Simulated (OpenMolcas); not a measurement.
# Nb⁴⁺ among point charges: CASSCF and CASPT2 levels and susceptibility

How does a field of 6 point charges split the states of Nb⁴⁺, and what χT follows?

The numbers are computed with OpenMolcas 26.06 (state-averaged CASSCF and CASPT2, spin-orbit coupling by RASSI with atomic mean-field integrals), except any that are marked as measured or tabulated.

## Step 1: What is computed

* Species: Nb⁴⁺ (niobium, Z = 41, 37 electrons)
* Basis: ANO-RCC-VTZP [7s6p4d2f1g], 68 functions
* Scalar Hamiltonian: DKH2, point nucleus
* Inactive shells: 1s 2s 2p 3s 3p 3d 4s 4p
* Active space: 1 electron in 5 orbitals (4d)
* Some configurations of this space: 4d
* Orbitals: optimised for each spin and parity, averaged over all roots

Outer shells as boxes (Hund's rule):

4d
```
4d [↑ ][  ][  ][  ][  ]
```

The ion sits among 6 point charges of -1.7 e arranged as a trigonal prism (D3h), 2.06 Å from the ion, with a polar angle of 48.1° against the regular 49.1°.

Each step is its own input file, run in one work folder so that later steps find the files of earlier ones. Labels, J, g values, rates, χT and fits are worked out afterwards by a script from the matrices that RASSI stores.

## Step 2: GATEWAY and SEWARD: basis and integrals

Contents of a.inp:

```
&GATEWAY
Coord
1

Nb 0.0 0.0 0.0
Basis=ANO-RCC-VTZP
Group=NoSym
NoMove
AngMom=0.0 0.0 0.0
AMFI
XField
6 Angstrom 0
1.533714 0.000000 1.375253 -1.700000
-0.766857 1.328235 1.375253 -1.700000
-0.766857 -1.328235 1.375253 -1.700000
1.533714 0.000000 -1.375253 -1.700000
-0.766857 1.328235 -1.375253 -1.700000
-0.766857 -1.328235 -1.375253 -1.700000
&SEWARD
```

Command:

```
$ OMP_NUM_THREADS=1 MOLCAS_MEM=1689 MOLCAS_PROJECT=a pymolcas a.inp > a.log
```

## Step 3: CASSCF: doublets, 5 roots

Contents of a.inp:

```
&RASSCF
FileOrb=start.orb
Symmetry=1
Spin=2
nActEl=1 0 0
Inactive=18
Ras2=5
CIRoot=5 5 1
SDav=5
CIMx=300
Iter=120 100
PrWF=0.3
OrbListing=Nothing
MaxOrb=0
>>> COPY $Project.JobIph JOB001
```

start.orb holds the contracted functions of the basis, ordered by shell, or the orbitals of the step before.

## Step 4: RASSI: spin-orbit coupling between the states

Contents of a.inp:

```
&RASSI
NrOfJobIphs=1 5
1 2 3 4 5
IphNames
JOB001
EJob
SpinOrbit
DIPRint=1.0
SOCoupling=1000.0
Subsets=2
Property=9
'ANGMOM' 1 'ANGMOM' 2 'ANGMOM' 3 'MLTPL  1' 1 'MLTPL  1' 2 'MLTPL  1' 3
'AMFI' 1 'AMFI' 2 'AMFI' 3
SOProperty=3
'ANGMOM' 1 'ANGMOM' 2 'ANGMOM' 3
```

## Step 5: CASPT2: IPEA 0.25, imaginary shift 0.1 (closed shells correlated: 4s 4p)

Contents of a.inp:

```
>>> COPY JOB001 $Project.JobIph
&CASPT2
Multistate=5 1 2 3 4 5
NoMult
Frozen=14
IPEA=0.25
Imaginary=0.1
MaxIter=60
WThr=0.0 0.3 0.05
PrWF=0.5
NoMix
```

(Steps that only read results are left out.)

**Question.** What will these runs give? Wanted: spin-free ground state; first state of the same spin within the active space; lowest level; next level.

As calculated:

| quantity | value |
| --- | --- |
| method | SS-CASPT2, IPEA 0.25, imaginary shift 0.1 (closed shells correlated: 4s 4p) |
| spin-free ground state | 2E, 2-fold in its orbital part |
| first state of the same spin within the active space | 2A1 at 5640 cm⁻¹ |
| lowest level | 2-fold E3/2, g = 0.00, 0.00, 1.95 |
| next level | 1365.2 cm⁻¹ |
| χT at 300 K | 0.20 cm³ K/mol |
| effective moment at 300 K | 1.25 μB |

Cost by method:

```csv
method,time of its own steps,time with the reference
A. CASSCF,5.2 s,5.2 s
"B. SS-CASPT2, IPEA 0.25, imaginary shift 0.1, +4s 4p",2.8 s,8 s
```

Times are of one thread on a shared host.

**Reading.** The spin-free ground state (2E) comes to 100 % from free-ion D terms and keeps the highest spin of the shell. χT at 300 K is 0.20, against 0.38 cm³ K/mol for the spin alone, so orbital moment lowers it. CASPT2 does not keep the components of a term degenerate, and the means are used. The field of point charges can differ much from that of real complexes. This is an electrostatic model: the charges have no orbitals.
